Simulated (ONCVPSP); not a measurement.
# Pseudopotential generation for Ge: ONCV, PBE

Task: generate the file, and judge it by its errors in other configurations, its logarithmic derivatives, its ghosts and its cutoff.

Program: ONCVPSP 4.0.1.1 (patched build). Reference atom: PBE, scalar-relativistic, spherical and spin-unpolarised. All values are calculated.

## Step 1: Starting point

The settings as typed:

```
element                 : germanium (Ge, Z = 32)
type                    : optimised norm-conserving Vanderbilt (ONCV)
frozen core             : [Ar]
valence charge          : 14
reference configuration : 3d10 4s2 4p2
partial waves           : 4s: rc 1.85 bohr, ncon 4, nbas 7, qcut 2.8 1/bohr, 1 projector; 4p: rc 2.25 bohr, ncon 4, nbas 9, qcut 3.6 1/bohr, 2 projectors, debl 2 Ha; 3d: rc 1.20 bohr, ncon 4, nbas 8, qcut 15.8 1/bohr, 2 projectors, debl 2.6 Ha
local potential         : polynomial inside 0.95 bohr (lpopt 1, dvloc0 3 Ha)
core correction         : Teter function, fcfact 2.25, rcfact 1.75
```

The nodes and maxima of the atom's own shells, from an earlier all-electron run, set the scale for the radii.

All-electron outer shells of the reference configuration (PBE, scalar-relativistic, ld1.x):

```
shell  level (eV)  outermost node (bohr)  outermost maximum (bohr)
   3s     -168.49                   0.26                      0.54
   3p     -115.62                   0.23                      0.54
   3d      -29.31                      –                      0.50
   4s      -11.73                   0.77                      1.75
   4p       -3.90                   0.82                      2.22
```

## Step 2: Generation

Ge.dat

```
# ATOM AND REFERENCE CONFIGURATION
# atsym  z   nc   nv     iexc    psfile
  Ge 32.00    5    3        4      upf
#
#   n    l    f
    1    0    2.00
    2    0    2.00
    2    1    6.00
    3    0    2.00
    3    1    6.00
    3    2   10.00
    4    0    2.00
    4    1    2.00
#
# PSEUDOPOTENTIAL AND OPTIMIZATION
# lmax
    2
#
#   l,   rc,      ep,       ncon, nbas, qcut
    0    1.85    0.00    4    7    2.80
    1    2.25    0.00    4    9    3.60
    2    1.20    0.00    4    8   15.80
#
# LOCAL POTENTIAL
# lloc, lpopt,  rc(5),   dvloc0
    4    1    0.95    3.00
#
# VANDERBILT-KLEINMAN-BYLANDER PROJECTORs
# l, nproj, debl
    0    1    2.90
    1    2    2.00
    2    2    2.60
#
# MODEL CORE CHARGE
# icmod, fcfact, rcfact
    3    2.25    1.75
#
# LOG DERIVATIVE ANALYSIS
# epsh1, epsh2, depsh
   -3.00    5.00    0.02
#
# OUTPUT GRID
# rlmax, drl
    6.00    0.01
#
# TEST CONFIGURATIONS
# ncnf
    4
# nvcnf
#   n    l    f
    3
    3    2   10.00
    4    0    2.00
    4    1    1.00
#
    3
    3    2   10.00
    4    0    2.00
    4    1    0.00
#
    3
    3    2   10.00
    4    0    1.00
    4    1    0.00
#
    3
    3    2   10.00
    4    0    0.00
    4    1    4.00
#
```

The run is started by

```sh
$ oncvpsp.x < Ge.dat > Ge.out
```

Output in Ge.out (without the consistency checks and plot data):

```text
ONCVPSP  (Optimized Norm-Conservinng Vanderbilt PSeudopotential)
scalar-relativistic version 4.0.1.1, modified

#   n    l    f        energy (Ha)
    1    0    2.00    -4.0281571E+02
    2    0    2.00    -5.0412488E+01
    2    1    6.00    -4.4051811E+01
    3    0    2.00    -6.1919266E+00
    3    1    6.00    -4.2489733E+00
    3    2   10.00    -1.0771536E+00
    4    0    2.00    -4.3112376E-01
    4    1    2.00    -1.4315416E-01

Reference configufation results
  iterations    25
  all-electron total energy (Ha)   -2.09883316D+03

Begin loop to  construct optimized pseudo wave functions
and semi-local pseudopoentials for all angular momenta

Calculating optimized projector #   1

 for l=   0

    Fraction of norm inside rc  0.418846
    Optimizing pswf for qcut=   2.80 a_B^-1,  ecut=   3.93 Ha
    Residual kinetic energy error=  1.99D-02 Ha

    Energy error per electron        Cutoff
         Ha          eV             Ha
         0.01000     0.27211        5.37
         0.00100     0.02721       28.51
         0.00010     0.00272       35.61
         0.00001     0.00027       46.92

   Wellstate for l =  1  n =  6
     eigenvalue =   1.8568
     asymptotic potential =   2.3568
     half-point radius =  4.3599

Calculating optimized projector #   1

 for l=   1

    Fraction of norm inside rc  0.346969
    Optimizing pswf for qcut=   3.60 a_B^-1,  ecut=   6.49 Ha
    Residual kinetic energy error=  1.55D-04 Ha

    Energy error per electron        Cutoff
         Ha          eV             Ha
         0.01000     0.27211        1.78
         0.00100     0.02721        2.83
         0.00010     0.00272        7.83
         0.00001     0.00027       47.79

Calculating optimized projector #   2

 for l=   1

    Fraction of norm inside rc  0.141002
    Optimizing pswf for qcut=   3.60 a_B^-1,  ecut=   6.49 Ha
    Residual kinetic energy error=  2.61D-03 Ha

    Energy error per electron        Cutoff
         Ha          eV             Ha
         0.01000     0.27211        4.37
         0.00100     0.02721        7.57
         0.00010     0.00272       27.94
         0.00001     0.00027       63.01

   Wellstate for l =  2  n =  5
     eigenvalue =   1.5228
     asymptotic potential =   2.0228
     half-point radius =  3.8686

Calculating optimized projector #   1

 for l=   2

    Fraction of norm inside rc  0.885827
    Optimizing pswf for qcut=  15.80 a_B^-1,  ecut= 124.74 Ha
    Residual kinetic energy error=  1.97D-08 Ha

    Energy error per electron        Cutoff
         Ha          eV             Ha
         0.01000     0.27211       73.80
         0.00100     0.02721       87.03
         0.00010     0.00272       98.47
         0.00001     0.00027      106.84

Calculating optimized projector #   2

 for l=   2

    Fraction of norm inside rc  0.046182
    Optimizing pswf for qcut=  15.80 a_B^-1,  ecut= 124.74 Ha
    Residual kinetic energy error=  2.55D-08 Ha

    Energy error per electron        Cutoff
         Ha          eV             Ha
         0.01000     0.27211       63.58
         0.00100     0.02721       80.57
         0.00010     0.00272       93.94
         0.00001     0.00027      105.13

Construct Vanderbilt / Kleinmman-Bylander projectors

B matrix Hermiticity error, ll=   1
   1   2   -8.1338E-05

  Orthonormal projector coefficients  4.9581E+00  6.1679E-01

B matrix Hermiticity error, ll=   2
   1   2   -2.9879E-04

  Orthonormal projector coefficients -2.0174E+01 -5.5345E+00

Model core correction analysis
  based on d2Exc/dn_idn_j

d2excae - all-electron derivatives

   -3.327379D-02   -5.844769D-03   -2.590945D-03
   -5.844301D-03   -3.187473D-02   -2.444178D-02
   -2.590760D-03   -2.444037D-02   -2.623767D-02

d2excps - pseudofunction derivatives with no core correction

   -5.180594D-02   -6.806858D-03   -2.771652D-03
   -6.806204D-03   -3.259285D-02   -2.467025D-02
   -2.771482D-03   -2.466927D-02   -2.625639D-02

rms 2nd derivative error    6.200158E-03

rmatch, rhocmatch    0.4938   61.5703

Teter function model core charge with specified parameters

d2excps - pseudofunction derivatives with core correction

   -3.799455D-02   -6.299648D-03   -2.644396D-03
   -6.298976D-03   -3.239964D-02   -2.458765D-02
   -2.644210D-03   -2.458666D-02   -2.622020D-02

rms 2nd derivative error    1.599425E-03

Pseudoatom total energy  -91.403024

Diagnostic tests using Vanderbilt-Kleinman-Bylander pseudopotentials
  1 or more projectors used as specified by nproj input data

   l    rcore       rmatch      e in        delta e   norm test  slope test

   0   1.8521509   1.9083862  -0.4311238  -0.0000023   0.9999998   1.0000180

   1   2.2563670   2.3248752  -0.1431542  -0.0000002   1.0000158   1.0000364
   1   2.2563670   2.3248752   1.8568458   0.0000112   1.0001793   1.0001793

   2   1.2039869   1.2405425  -1.0771536  -0.0000091   1.0002003   1.0002224
   2   1.2039869   1.2405425   1.5228464   0.0000521   1.0003072   1.0003072

 Testing for bound ghosts
   n   l    E NL Schr. Eq   E Basis Diag.   E Cutoff

       0                       -0.701775     36.49  WARNING - GHOST(-)
   1   0       -0.431126       -0.427922     36.49

   2   1       -0.143154       -0.136711     77.31

   3   2       -1.077163       -1.076694    238.20

 Testing for highly-localized positive-energy ghosts
       l    <radius>/rc     E Basis Diag.   E Cutoff

       1        0.998046        5.167653     77.31  WARNING - GHOST(+)

Test configuration 0

   n   l     f        eae           eps        diff
   1   0  2.0000 -402.81570560
   2   0  2.0000  -50.41248757
   2   1  6.0000  -44.05181077
   3   0  2.0000   -6.19192659
   3   1  6.0000   -4.24897334
   3   2 10.0000   -1.07715362   -1.07716274   -9.12D-06
   4   0  2.0000   -0.43112376   -0.43112607   -2.31D-06
   4   1  2.0000   -0.14315416   -0.14315441   -2.50D-07

    Total energies and differences
      AE_ref= -2.09883316D+03  AE_tst= -2.09883316D+03  dif=  0.00D+00
      PS_ref= -9.14030237D+01  PS_tst= -9.14030237D+01  dif= -7.75D-11
      PSP excitation error=  7.75D-11

Test configuration 1

   n   l     f        eae           eps        diff
   1   0  2.0000 -403.15060002
   2   0  2.0000  -50.74465659
   2   1  6.0000  -44.38432619
   3   0  2.0000   -6.52362329
   3   1  6.0000   -4.58069972
   3   2 10.0000   -1.40818962   -1.41103461   -2.84D-03
   4   0  2.0000   -0.72980429   -0.73058953   -7.85D-04
   4   1  1.0000   -0.41315242   -0.41370344   -5.51D-04

    Total energies and differences
      AE_ref= -2.09883316D+03  AE_tst= -2.09855959D+03  dif=  2.74D-01
      PS_ref= -9.14030237D+01  PS_tst= -9.11292122D+01  dif=  2.74D-01
      PSP excitation error= -2.41D-04

Test configuration 2

   n   l     f        eae           eps        diff
   1   0  2.0000 -403.55957955
   2   0  2.0000  -51.14734444
   2   1  6.0000  -44.78776752
   3   0  2.0000   -6.92516083
   3   1  6.0000   -4.98220147
   3   2 10.0000   -1.80786425   -1.81464455   -6.78D-03
   4   0  2.0000   -1.07491036   -1.07692134   -2.01D-03

    Total energies and differences
      AE_ref= -2.09883316D+03  AE_tst= -2.09799220D+03  dif=  8.41D-01
      PS_ref= -9.14030237D+01  PS_tst= -9.05605481D+01  dif=  8.42D-01
      PSP excitation error= -1.52D-03

Test configuration 3

psatom: WARNING lschvkbb convergence error n,l,iter=   1   0  44
ea(ii),et,emin,emax -1.253063E+00 -1.279770E+00 -1.279770E+00 -1.279770E+00
run_config: WARNING for fully non-local PS atom, stg. 1
 WARNING no output for configuration 4

Test configuration 4

   n   l     f        eae           eps        diff
   1   0  2.0000 -402.94436209
   2   0  2.0000  -50.53585228
   2   1  6.0000  -44.17516320
   3   0  2.0000   -6.31937555
   3   1  6.0000   -4.37602391
   3   2 10.0000   -1.20052774   -1.20363217   -3.10D-03
   4   1  4.0000   -0.19132028   -0.19122686    9.34D-05

    Total energies and differences
      AE_ref= -2.09883316D+03  AE_tst= -2.09823798D+03  dif=  5.95D-01
      PS_ref= -9.14030237D+01  PS_tst= -9.08083252D+01  dif=  5.95D-01
      PSP excitation error=  4.81D-04
```

It took 4.8 s on 1 thread of Neoverse-N1, shared host.

All-electron and pseudo partial waves u(r) = r·R(r), from the program's wave files:

| r (bohr) | 3d AE | 3d PS |
| --- | --- | --- |
| 0.113 | 0.2135 | 0.0462 |
| 0.225 | 0.6705 | 0.3009 |
| 0.338 | 1.0017 | 0.7392 |
| 0.450 | 1.1390 | 1.1276 |
| 0.563 | 1.1393 | 1.2848 |
| 0.675 | 1.0656 | 1.2121 |
| 0.788 | 0.9595 | 1.0370 |
| 0.900 | 0.8462 | 0.8698 |
| 1.013 | 0.7355 | 0.7388 |
| 1.125 | 0.6347 | 0.6347 |
| 1.238 | 0.5440 | 0.5439 |
| 1.350 | 0.4652 | 0.4651 |
| 1.463 | 0.3963 | 0.3962 |
| 1.575 | 0.3375 | 0.3375 |
| 1.688 | 0.2868 | 0.2867 |
| 1.800 | 0.2439 | 0.2438 |
| 1.913 | 0.2069 | 0.2069 |
| 2.025 | 0.1757 | 0.1757 |
| 2.138 | 0.1490 | 0.1489 |
| 2.250 | 0.1264 | 0.1264 |
| 2.363 | 0.1071 | 0.1071 |
| 2.475 | 0.0908 | 0.0908 |
| 2.588 | 0.0769 | 0.0769 |
| 2.700 | 0.0652 | 0.0652 |
| 2.813 | 0.0552 | 0.0551 |
| 2.925 | 0.0467 | 0.0467 |

Densities times 4π (e/bohr³); a dash where the program caps the true core:

| r (bohr) | pseudo valence | true core | model core |
| --- | --- | --- | --- |
| 0.113 | 1.831 | – | 131.2 |
| 0.338 | 48.06 | 111 | 84.77 |
| 0.563 | 52.43 | 47.31 | 34 |
| 0.788 | 17.73 | 14.07 | 7.596 |
| 1.013 | 5.825 | 3.315 | 0.7046 |
| 1.238 | 2.551 | 0.7323 | 0.00515 |
| 1.463 | 1.405 | 0.16 | 0.002806 |
| 1.688 | 0.9002 | 0.03518 | 4.833e-05 |
| 1.913 | 0.6172 | 0.007847 | 0.0001288 |
| 2.138 | 0.4323 | 0.001773 | 1.013e-06 |
| 2.363 | 0.3042 | 0.0004063 | 1.324e-05 |
| 2.588 | 0.2143 | 9.405e-05 | 7.682e-09 |
| 2.813 | 0.151 | 2.204e-05 | 0 |

## Step 3: Transferability, from the output's test configurations

1 test gave no usable energy difference (3d10 4s1 4p0).

Excitation and ionisation energies from 3d10 4s2 4p2, with the error of the potential.

| valence configuration | charge | ΔE all-electron (eV) | error AE − PS (meV) |
| --- | --- | --- | --- |
| 3d10 4s2 4p1 | +1 | 7.444 | -6.6 |
| 3d10 4s2 4p0 | +2 | 22.884 | -41 |
| 3d10 4s0 4p4 | 0 | 16.196 | +13 |

## Step 4: Logarithmic derivatives

Taken from the files of the generation run. The phase is arctan(r·R′/R) of the radial function R, unwrapped, with energies in Ha. A pole is an energy at which the radial function vanishes at the test radius. The pseudo phase is shifted by a multiple of π to meet the all-electron one at the reference energy. Levels narrower than the energy grid can be missing from the poles. The last column is the largest difference on the grid between −0.5 and +0.5 Ha.

```tsv
channel	radius (bohr)	reference (Ha)	poles AE	poles PS	window around the reference with phases within 0.05 rad (Ha)	largest difference near zero (rad)
s	1.87	-0.43	1.46	-0.70, 1.58	-0.6 to 4.4	0.011
p	2.28	-0.14	1.04	1.04, 4.68	below 2.8	0.000
d	1.22	-1.08	-0.40	-0.40	the whole range	0.000
```

Phases (rad) along the scan:

| E (Ha) | s AE | s PS | p AE | p PS |
| --- | --- | --- | --- | --- |
| -2.98 | 1.214 | 4.346 | 1.333 | 1.332 |
| -2.54 | 1.150 | 4.279 | 1.302 | 1.302 |
| -2.10 | 1.048 | 4.170 | 1.259 | 1.258 |
| -1.66 | 0.859 | 3.965 | 1.190 | 1.189 |
| -1.22 | 0.440 | 3.512 | 1.059 | 1.058 |
| -0.78 | -0.371 | 2.649 | 0.725 | 0.724 |
| -0.34 | -0.995 | -0.994 | -0.327 | -0.327 |
| 0.10 | -1.273 | -1.264 | -1.165 | -1.165 |
| 0.54 | -1.414 | -1.402 | -1.429 | -1.429 |
| 0.98 | -1.502 | -1.488 | -1.557 | -1.558 |
| 1.42 | -1.566 | -1.550 | -1.652 | -1.652 |
| 1.86 | -1.621 | -1.603 | -1.755 | -1.755 |
| 2.30 | -1.674 | -1.653 | -1.928 | -1.929 |
| 2.74 | -1.733 | -1.709 | -2.443 | -2.475 |
| 3.18 | -1.811 | -1.781 | -3.832 | -3.926 |
| 3.62 | -1.935 | -1.898 | -4.345 | -4.403 |
| 4.06 | -2.182 | -2.148 | -4.505 | -4.563 |
| 4.50 | -2.821 | -2.913 | -4.583 | -4.667 |
| 4.94 | -3.781 | -3.970 | -4.633 | -4.826 |

## Step 5: Plane-wave cutoff and ghosts

From the same output: the cutoffs (Ha) at which the residual kinetic energy of the hardest occupied pseudo-wave falls to 1 and 0.1 mHa per electron are 87 Ha and 98 Ha.

The program's own ghost test: GHOST(-) flagged for s at -19.1 eV; GHOST(+) flagged for p at 140.6 eV.

Cutoff (Ha) at which the first wave of each channel reaches a given error (Ha per electron):

| error | s | p | d |
| --- | --- | --- | --- |
| 1.0e-02 | 5.4 | 1.8 | 73.8 |
| 3.2e-03 | 14.8 | 2.3 | 81.0 |
| 1.0e-03 | 28.5 | 2.8 | 87.0 |
| 3.2e-04 | 32.6 | 5.0 | 92.8 |
| 1.0e-04 | 35.6 | 7.8 | 98.5 |
| 3.2e-05 | 38.6 | 29.1 | 102.9 |
| 1.0e-05 | 46.9 | 47.8 | 106.8 |

## Step 6: Summary of results

```
                                                quantity                                        value
  cutoffs for 1 and 0.1 mHa per electron, occupied waves                              87 Ha and 98 Ha
                                            bound ghosts                               s at -19.10 eV
                                          GHOST(+) flags                                  p at 141 eV
                            largest test error (AE − PS)  -41 meV, for 3d10 4s2 4p0 (1 test unsolved)
largest phase difference near zero energy, channels read                                    0.011 rad
 rms error of d²Exc/dn², without and with the model core                            6.20 and 1.60 mHa
```

In words: A bound ghost (s) makes it unfit for use: electrons can fall into a state that the atom doesn't have. The worst unpolarised test, 3d10 4s2 4p0, is off by 41 meV on 22.9 eV; by total energies transferability rates as fair where solved. Of the tests 1 gave no usable energy difference, which is a warning in itself. By its cutoff, 87 Ha for the looser tolerance, it is very hard. At the looser tolerance the 3d wave is the slowest; 4s needs 29 Ha. Near zero energy the phases of the channels with partial waves agree within 0.011 rad. The pseudo curves have a pole with no partner nearby in the atom's: s at -0.70 Ha. The program also flags highly localised states, GHOST(+) (p). These are tests on the free atom; a crystal test is still owed.
